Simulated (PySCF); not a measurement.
# Si2H5ClO2 (SMILES O[SiH2]O[SiH2]Cl): MP2/6-31G

Aim: the vertical ionisation energy of Si2H5ClO2 at MP2/6-31G, from 2 runs. Input form: a Python script.

Program for the calculation: PySCF 2.14.0.

### 1 The structure to begin with

The species is Si2H5ClO2 (10 atoms), meant as a singlet with charge 0. SMILES: `O[SiH2]O[SiH2]Cl`. Geometry: relaxed at PBE0-D4/def2-TZVP. This is one conformer, not always the lowest.

Bond lengths: O1–Si2 1.635 Å, Si2–O3 1.643 Å, O3–Si4 1.618 Å, Si4–Cl5 2.064 Å, O1–H6 0.959 Å, Si2–H7 1.475 Å, Si2–H8 1.483 Å, Si4–H9 1.477 Å, Si4–H10 1.477 Å. Some angles: O1–Si2–O3 111.8°, Si2–O3–Si4 142.4°, O3–Si4–Cl5 109.5°, O1–Si2–H7 106.4°, O1–Si2–H8 111.2°, O3–Si2–H7 107.7°, O3–Si2–H8 107.3°, Si2–O1–H6 118.0°, O3–Si4–H9 109.8°, O3–Si4–H10 110.8°.

### 2 The energy at MP2/6-31G

The input, calc.py:

```python
from pyscf import gto, scf, mp

molecule = gto.M(
    atom='''
O      2.169406     3.206676     0.592618
Si     2.646750     0.154202     0.600744
O      0.335048    -1.379500    -0.795386
Si    -2.697017    -1.352855    -1.193929
Cl    -4.336166     0.984169     1.463593
H      0.823732     3.859010     1.616472
H      4.967334    -0.281569    -0.880612
H      2.842715    -0.832991     3.217070
H     -3.724461    -3.916457    -0.796709
H     -3.358043    -0.326167    -3.704052
''',
    max_memory=1860,
    charge=0,
    verbose=3,
    unit='bohr',
    basis='6-31g',
)

mf = scf.RHF(molecule)
mf.conv_tol = 1e-10
mf.kernel()
if not mf.converged:
    mf = mf.newton().run(mf.mo_coeff, mf.mo_occ)

pt = mp.MP2(mf, frozen=17).run()
e_tot = pt.e_tot
print('E = %.10f Eh' % e_tot)
```

The run is started by

```bash
$ OMP_NUM_THREADS=1 python calc.py
```

The program printed:

```text
converged SCF energy = -1189.92162627585
E(RMP2) = -1190.30596895031  E_corr = -0.384342674462238
E(SCS-RMP2) = -1190.30493759032  E_corr = -0.383311314479015
E = -1190.3059689503 Eh
```

Wall time 2 s (1 thread of Arm Neoverse V1, shared host); peak memory 0.15 GiB.

### 3 The doublet cation at the same level

The input, mol.xyz:

```xyz
10

O      1.148000     1.696900     0.313600
Si     1.400600     0.081600     0.317900
O      0.177300    -0.730000    -0.420900
Si    -1.427200    -0.715900    -0.631800
Cl    -2.294600     0.520800     0.774500
H      0.435900     2.042100     0.855400
H      2.628600    -0.149000    -0.466000
H      1.504300    -0.440800     1.702400
H     -1.970900    -2.072500    -0.421600
H     -1.777000    -0.172600    -1.960100
```

The input, job.py:

```python
from pyscf import gto, mp

molecule = gto.Mole()
molecule.atom = 'mol.xyz'
molecule.spin = 1
molecule.max_memory = 1860
molecule.verbose = 3
molecule.basis = '6-31g'
molecule.charge = 1
molecule.build()

hf = molecule.UHF()
hf.conv_tol = 1e-10
hf.kernel()
if not hf.converged:
    hf = hf.newton().run(hf.mo_coeff, hf.mo_occ)

pt = mp.MP2(hf, frozen=17).run()
e_tot = pt.e_tot
print('E = %.10f Eh' % e_tot)
```

The run is started by

```bash
$ OMP_NUM_THREADS=1 python job.py
```

The program printed:

```text
converged SCF energy = -1189.49097462893  <S^2> = 0.7844615  2S+1 = 2.0341696
E(UMP2) = -1189.89864269282  E_corr = -0.407668063884703
E(SCS-UMP2) = -1189.89208961845  E_corr = -0.401114989517733
E = -1189.8986426928 Eh
```

Run time: 3.6 s. Hardware: 1 thread of Arm Neoverse V1, shared host; peak memory 0.15 GiB.

### 4 Summary of results

Level: MP2/6-31G, 17 core orbitals frozen.

| quantity | value |
| --- | --- |
| singlet Si2H5ClO2: total energy | -1190.30597 Eh |
| singlet Si2H5ClO2: dipole moment (Hartree–Fock density) | 1.65 D |
| singlet Si2H5ClO2: HOMO energy (Hartree–Fock orbitals) | -12.29 eV |
| singlet Si2H5ClO2: LUMO energy (Hartree–Fock orbitals) | 3.46 eV |
| singlet Si2H5ClO2: HOMO–LUMO gap (Hartree–Fock orbitals) | 15.76 eV |
| singlet Si2H5ClO2: correlation energy (17 core orbitals frozen) | -384.3 mEh |
| doublet cation: total energy | -1189.89864 Eh |
| doublet cation: HOMO energy (Hartree–Fock orbitals) (highest over α and β) | -16.16 eV |
| doublet cation: LUMO energy (Hartree–Fock orbitals) (lowest over α and β) | -11.04 eV |
| doublet cation: correlation energy (17 core orbitals frozen) | -407.7 mEh |
| doublet cation: ⟨S²⟩ of the reference determinant | 0.784 |
| vertical ionisation energy (to the doublet cation) | 11.084 eV |

Removing an electron at fixed nuclei costs 11.08 eV (256 kcal/mol). Mulliken charges (singlet Si2H5ClO2) of the mean-field density run from -1.19 on O3 to +1.57 on Si2; they depend strongly on the basis. Mulliken charges (doublet cation) of the mean-field density run from -1.05 on O3 to +1.50 on Si2.
